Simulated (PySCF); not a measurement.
# A gas-phase reaction: CH5FGe + N2O → CH5FGeO + N2

Aim: the reaction energy of `[CH3][GeH2][F]` + `[N-]=[N+]=O` → `[CH3][GeH]([OH])[F]` + `N#N`.

Computed with PySCF 2.14.0; each step states its level. No surroundings beyond the atoms listed, unless a continuum is named. Atoms count from 0, parts from 1.

### 1 Starting point

Each species was relaxed by itself at PBE0-D3(BJ)/def2-SVPD.

### 2 Energies of the species: wB97M-D3(BJ)/def2-TZVPD

Job settings and geometry (Å):

```
{"job": {"kind": "react", "xc": "wB97M-D3(BJ)", "basis": "def2-TZVPD"}, "charge": 0, "multiplicity": 1}
-1 CH5FGe charge 0 multiplicity 1
C      0.216500    -0.545900    -0.832060
Ge    -0.283250     0.543290     0.686570
F      1.037650     0.408230     1.852460
H      1.156830    -0.181060    -1.266920
H     -0.566080    -0.509110    -1.603610
H      0.353960    -1.590000    -0.519920
H     -0.379970     2.043060     0.365350
H     -1.526930     0.030640     1.429850

-1 N2O charge 0 multiplicity 1
N      1.118520    -0.254560     0.012520
N      0.021080    -0.008080     0.007230
O     -1.127150     0.249890     0.001700

+1 CH5FGeO charge 0 multiplicity 1
C      0.621320    -1.171710     0.042430
Ge    -0.278790     0.476570    -0.358210
O     -0.923980     1.088780     1.175800
F      0.925710     1.642630    -0.899380
H      1.448810    -0.962740     0.733280
H     -0.074770    -1.873370     0.521120
H      1.021000    -1.626370    -0.873160
H     -1.347690     0.501280    -1.461230
H     -1.392930     1.925620     1.120380

+1 N2 charge 0 multiplicity 1
N      0.537120     0.076750    -0.081990
N     -0.537130    -0.076750     0.081990
```

Method: wB97M-D3(BJ)/def2-TZVPD reaction energy of separated species, gas phase.

Launch:

```sh
OMP_NUM_THREADS=1 python cluster_run.py task.json out
```

One launch serves the whole session: the jobs run in the order shown.

Output:

```text
species 1 (CH5FGe)
coarse grid: 30256 points
cycle   1  E = -2218.0068289285  dE = -6.334e-01  |g| = 8.376e-01  |ddm| = 2.245e+00
cycle   2  E = -2217.9730617747  dE =  3.377e-02  |g| = 1.052e+00  |ddm| = 1.076e+00
cycle   3  E = -2218.0981786125  dE = -1.251e-01  |g| = 6.950e-02  |ddm| = 5.063e-01
cycle   4  E = -2218.0987274292  dE = -5.488e-04  |g| = 3.335e-02  |ddm| = 5.948e-02
cycle   5  E = -2218.0988768182  dE = -1.494e-04  |g| = 3.571e-03  |ddm| = 2.487e-02
cycle   6  E = -2218.0988808450  dE = -4.027e-06  |g| = 1.031e-03  |ddm| = 6.914e-03
final grid: 62712 points
cycle   7  E = -2218.0987816853  dE = -3.934e-07  |g| = 9.123e-04  |ddm| = 4.336e-03
cycle   8  E = -2218.0987817196  dE = -3.426e-08  |g| = 9.062e-04  |ddm| = 1.182e-03
cycle   9  E = -2218.0987818645  dE = -1.449e-07  |g| = 1.060e-04  |ddm| = 4.945e-04
cycle  10  E = -2218.0987818666  dE = -2.153e-09  |g| = 3.090e-05  |ddm| = 8.522e-05
cycle  11  E = -2218.0987818671  dE = -4.688e-10  |g| = 7.137e-06  |ddm| = 7.677e-05
converged SCF energy = -2218.0987818671

species 2 (N2O)
coarse grid: 15424 points
cycle   1  E = -184.6618573940  dE =  6.983e-01  |g| = 8.261e-01  |ddm| = 1.717e+00
cycle   2  E = -184.5841459025  dE =  7.771e-02  |g| = 1.134e+00  |ddm| = 9.885e-01
cycle   3  E = -184.7852507599  dE = -2.011e-01  |g| = 1.174e-01  |ddm| = 4.952e-01
cycle   4  E = -184.7864130299  dE = -1.162e-03  |g| = 8.425e-02  |ddm| = 1.014e-01
cycle   5  E = -184.7877142883  dE = -1.301e-03  |g| = 1.003e-02  |ddm| = 4.527e-02
cycle   6  E = -184.7877345909  dE = -2.030e-05  |g| = 1.578e-03  |ddm| = 1.117e-02
cycle   7  E = -184.7877354825  dE = -8.915e-07  |g| = 4.463e-04  |ddm| = 4.009e-03
final grid: 33192 points
cycle   8  E = -184.7877171776  dE = -2.475e-08  |g| = 5.848e-04  |ddm| = 1.900e-03
cycle   9  E = -184.7877170311  dE =  1.465e-07  |g| = 1.093e-03  |ddm| = 7.573e-04
cycle  10  E = -184.7877172493  dE = -2.182e-07  |g| = 4.348e-05  |ddm| = 5.342e-04
cycle  11  E = -184.7877172498  dE = -5.334e-10  |g| = 2.660e-05  |ddm| = 9.256e-05
converged SCF energy = -184.7877172498

species 3 (CH5FGeO)
coarse grid: 35440 points
cycle   1  E = -2293.2453303943  dE = -4.240e-01  |g| = 1.065e+00  |ddm| = 2.376e+00
cycle   2  E = -2293.1845515100  dE =  6.078e-02  |g| = 1.324e+00  |ddm| = 1.372e+00
cycle   3  E = -2293.4135548912  dE = -2.290e-01  |g| = 5.338e-02  |ddm| = 6.853e-01
cycle   4  E = -2293.4139950255  dE = -4.401e-04  |g| = 3.430e-02  |ddm| = 6.701e-02
cycle   5  E = -2293.4141594590  dE = -1.644e-04  |g| = 5.651e-03  |ddm| = 2.831e-02
cycle   6  E = -2293.4141671251  dE = -7.666e-06  |g| = 1.226e-03  |ddm| = 9.143e-03
final grid: 73920 points
cycle   7  E = -2293.4139579027  dE = -6.779e-07  |g| = 9.378e-04  |ddm| = 5.013e-03
cycle   8  E = -2293.4139579825  dE = -7.975e-08  |g| = 8.433e-04  |ddm| = 1.418e-03
cycle   9  E = -2293.4139581044  dE = -1.219e-07  |g| = 1.211e-04  |ddm| = 5.425e-04
cycle  10  E = -2293.4139581085  dE = -4.112e-09  |g| = 6.021e-05  |ddm| = 1.504e-04
cycle  11  E = -2293.4139581100  dE = -1.498e-09  |g| = 8.101e-06  |ddm| = 1.243e-04
cycle  12  E = -2293.4139581100  dE = -2.728e-11  |g| = 3.560e-06  |ddm| = 1.594e-05
converged SCF energy = -2293.4139581100

species 4 (N2)
coarse grid: 10240 points
cycle   1  E = -109.6045722457  dE =  4.456e-02  |g| = 1.682e-01  |ddm| = 1.300e+00
cycle   2  E = -109.6103830676  dE = -5.811e-03  |g| = 7.387e-02  |ddm| = 1.523e-01
cycle   3  E = -109.6112835341  dE = -9.005e-04  |g| = 6.548e-03  |ddm| = 4.575e-02
cycle   4  E = -109.6112977175  dE = -1.418e-05  |g| = 1.069e-03  |ddm| = 1.769e-02
cycle   5  E = -109.6112981978  dE = -4.803e-07  |g| = 2.349e-04  |ddm| = 1.190e-03
final grid: 21984 points
cycle   6  E = -109.6112970014  dE = -3.455e-08  |g| = 7.881e-05  |ddm| = 6.261e-04
cycle   7  E = -109.6112970042  dE = -2.781e-09  |g| = 3.015e-05  |ddm| = 1.438e-04
cycle   8  E = -109.6112970045  dE = -2.786e-10  |g| = 8.379e-06  |ddm| = 5.272e-05
converged SCF energy = -109.6112970045

Reaction energy = -87.208 kcal/mol
```

Wall time 59 s (1 thread of Arm Neoverse N1, shared host); peak memory 0.77 GiB.

Species by species (with the dispersion term, which the log's SCF energies lack):

| ν | species | energy (Eh) | HOMO (eV) |
| --- | --- | --- | --- |
| -1 | [CH3][GeH2][F] | -2218.10474 | -11.47 |
| -1 | [N-]=[N+]=O | -184.78947 | -12.17 |
| +1 | [CH3][GeH]([OH])[F] | -2293.42114 | -11.40 |
| +1 | N#N | -109.61204 | -14.89 |

### 3 Energies of the species: PBE0-D3(BJ)/def2-TZVPD

Settings changed since step 2:

```diff
@@ -1,2 +1,2 @@
-{"job": {"kind": "react", "xc": "wB97M-D3(BJ)", "basis": "def2-TZVPD"}, "charge": 0, "multiplicity": 1}
+{"job": {"kind": "react", "xc": "PBE0", "basis": "def2-TZVPD", "disp": "d3bj"}, "charge": 0, "multiplicity": 1}
 -1 CH5FGe charge 0 multiplicity 1
```

Method: PBE0-D3(BJ)/def2-TZVPD reaction energy of separated species, gas phase.

Output:

```text
species 1 (CH5FGe)
coarse grid: 30256 points
cycle   1  E = -2217.5451122117  dE = -6.090e-01  |g| = 9.078e-01  |ddm| = 2.326e+00
cycle   2  E = -2217.3583324842  dE =  1.868e-01  |g| = 1.469e+00  |ddm| = 1.345e+00
cycle   3  E = -2217.6442394055  dE = -2.859e-01  |g| = 1.897e-01  |ddm| = 8.173e-01
cycle   4  E = -2217.6491601228  dE = -4.921e-03  |g| = 3.132e-02  |ddm| = 1.212e-01
cycle   5  E = -2217.6492950170  dE = -1.349e-04  |g| = 5.298e-03  |ddm| = 2.292e-02
cycle   6  E = -2217.6493010699  dE = -6.053e-06  |g| = 2.039e-03  |ddm| = 5.318e-03
final grid: 62712 points
cycle   7  E = -2217.6492949025  dE =  4.467e-07  |g| = 2.719e-03  |ddm| = 5.955e-03
cycle   8  E = -2217.6492934968  dE =  1.406e-06  |g| = 3.857e-03  |ddm| = 3.843e-03
cycle   9  E = -2217.6492964272  dE = -2.930e-06  |g| = 4.046e-04  |ddm| = 2.182e-03
cycle  10  E = -2217.6492964529  dE = -2.567e-08  |g| = 1.988e-05  |ddm| = 2.122e-04
cycle  11  E = -2217.6492964529  dE = -4.911e-11  |g| = 7.955e-06  |ddm| = 1.978e-05
converged SCF energy = -2217.6492964529

species 2 (N2O)
coarse grid: 3216 points
cycle   1  E = -184.4532788588  dE =  7.159e-01  |g| = 7.388e-01  |ddm| = 1.711e+00
cycle   2  E = -184.1506237670  dE =  3.027e-01  |g| = 1.536e+00  |ddm| = 1.025e+00
cycle   3  E = -184.5232872687  dE = -3.727e-01  |g| = 3.647e-01  |ddm| = 7.204e-01
cycle   4  E = -184.5484799661  dE = -2.519e-02  |g| = 9.415e-02  |ddm| = 2.249e-01
cycle   5  E = -184.5501279450  dE = -1.648e-03  |g| = 6.986e-03  |ddm| = 4.645e-02
cycle   6  E = -184.5501350288  dE = -7.084e-06  |g| = 2.068e-03  |ddm| = 4.704e-03
final grid: 33192 points
cycle   7  E = -184.5460654513  dE =  2.387e-05  |g| = 1.469e-02  |ddm| = 5.418e-02
cycle   8  E = -184.5457592104  dE =  3.062e-04  |g| = 4.206e-02  |ddm| = 2.726e-02
cycle   9  E = -184.5461044479  dE = -3.452e-04  |g| = 3.002e-03  |ddm| = 2.087e-02
cycle  10  E = -184.5461060479  dE = -1.600e-06  |g| = 4.741e-04  |ddm| = 1.423e-03
cycle  11  E = -184.5461060841  dE = -3.615e-08  |g| = 8.105e-05  |ddm| = 2.502e-04
cycle  12  E = -184.5461060855  dE = -1.421e-09  |g| = 1.185e-05  |ddm| = 7.259e-05
cycle  13  E = -184.5461060855  dE = -3.106e-11  |g| = 7.261e-07  |ddm| = 7.888e-06
converged SCF energy = -184.5461060855

species 3 (CH5FGeO)
coarse grid: 35440 points
cycle   1  E = -2292.6764627485  dE = -3.764e-01  |g| = 1.161e+00  |ddm| = 2.470e+00
cycle   2  E = -2292.2972557903  dE =  3.792e-01  |g| = 1.925e+00  |ddm| = 1.833e+00
cycle   3  E = -2292.8650311740  dE = -5.678e-01  |g| = 1.702e-01  |ddm| = 1.207e+00
cycle   4  E = -2292.8694130568  dE = -4.382e-03  |g| = 6.073e-02  |ddm| = 1.415e-01
cycle   5  E = -2292.8699361964  dE = -5.231e-04  |g| = 1.439e-02  |ddm| = 4.209e-02
cycle   6  E = -2292.8699633109  dE = -2.711e-05  |g| = 5.926e-03  |ddm| = 1.037e-02
cycle   7  E = -2292.8699692928  dE = -5.982e-06  |g| = 7.850e-04  |ddm| = 4.004e-03
final grid: 73920 points
cycle   8  E = -2292.8698414126  dE = -1.313e-07  |g| = 8.770e-04  |ddm| = 4.744e-03
cycle   9  E = -2292.8698412934  dE =  1.192e-07  |g| = 1.174e-03  |ddm| = 1.399e-03
cycle  10  E = -2292.8698415886  dE = -2.952e-07  |g| = 1.273e-04  |ddm| = 7.500e-04
cycle  11  E = -2292.8698415912  dE = -2.627e-09  |g| = 2.797e-05  |ddm| = 8.766e-05
cycle  12  E = -2292.8698415913  dE = -1.210e-10  |g| = 3.938e-06  |ddm| = 1.934e-05
converged SCF energy = -2292.8698415913

species 4 (N2)
coarse grid: 2128 points
cycle   1  E = -109.4495484638  dE =  1.300e-01  |g| = 1.031e-01  |ddm| = 1.274e+00
cycle   2  E = -109.4509823213  dE = -1.434e-03  |g| = 4.737e-02  |ddm| = 1.020e-01
cycle   3  E = -109.4514050109  dE = -4.227e-04  |g| = 9.134e-03  |ddm| = 3.531e-02
cycle   4  E = -109.4514216921  dE = -1.668e-05  |g| = 5.124e-04  |ddm| = 5.402e-03
cycle   5  E = -109.4514217392  dE = -4.715e-08  |g| = 7.833e-05  |ddm| = 4.380e-04
final grid: 21984 points
cycle   6  E = -109.4466154633  dE = -6.487e-06  |g| = 2.528e-03  |ddm| = 6.060e-02
cycle   7  E = -109.4466161152  dE = -6.520e-07  |g| = 1.588e-03  |ddm| = 2.719e-03
cycle   8  E = -109.4466166163  dE = -5.011e-07  |g| = 4.425e-05  |ddm| = 9.825e-04
cycle   9  E = -109.4466166167  dE = -3.880e-10  |g| = 4.723e-06  |ddm| = 5.159e-05
converged SCF energy = -109.4466166167

Reaction energy = -76.203 kcal/mol
```

It took 32 s on 1 thread of Arm Neoverse N1, shared host; peak memory 0.74 GiB.

Reaction energy at this level: -76.20 kcal/mol.

### 4 Side by side

Energies in kcal/mol, with wall time:

| run | reaction | time |
| --- | --- | --- |
| wB97M-D3(BJ)/def2-TZVPD | -87.21 | 59 s |
| PBE0-D3(BJ)/def2-TZVPD | -76.20 | 32 s |

### 5 Results

```
                                                quantity                      value
               reaction energy (wB97M-D3(BJ)/def2-TZVPD)            -87.21 kcal/mol
                     ΔH, ΔG at 298 K (xTB thermal terms)      -87.1, -87.6 kcal/mol
range of the reaction energy over the runs of this table  -87.21 to -76.20 kcal/mol
```

**Reading.** The reaction is exothermic by 87.1 kcal/mol in the gas phase; dispersion gives -0.14, and xTB itself gave -11.56 for the electronic energy (xTB energies and thermal terms come from the earlier relaxation of each species, not shown). No barrier was sought. xTB and this level differ widely in the electronic energy, so what comes from xTB (the thermal terms above all) is less safe here. The reaction energy runs from -87.21 (wB97M-D3(BJ)/def2-TZVPD) to -76.20 kcal/mol (PBE0-D3(BJ)/def2-TZVPD).
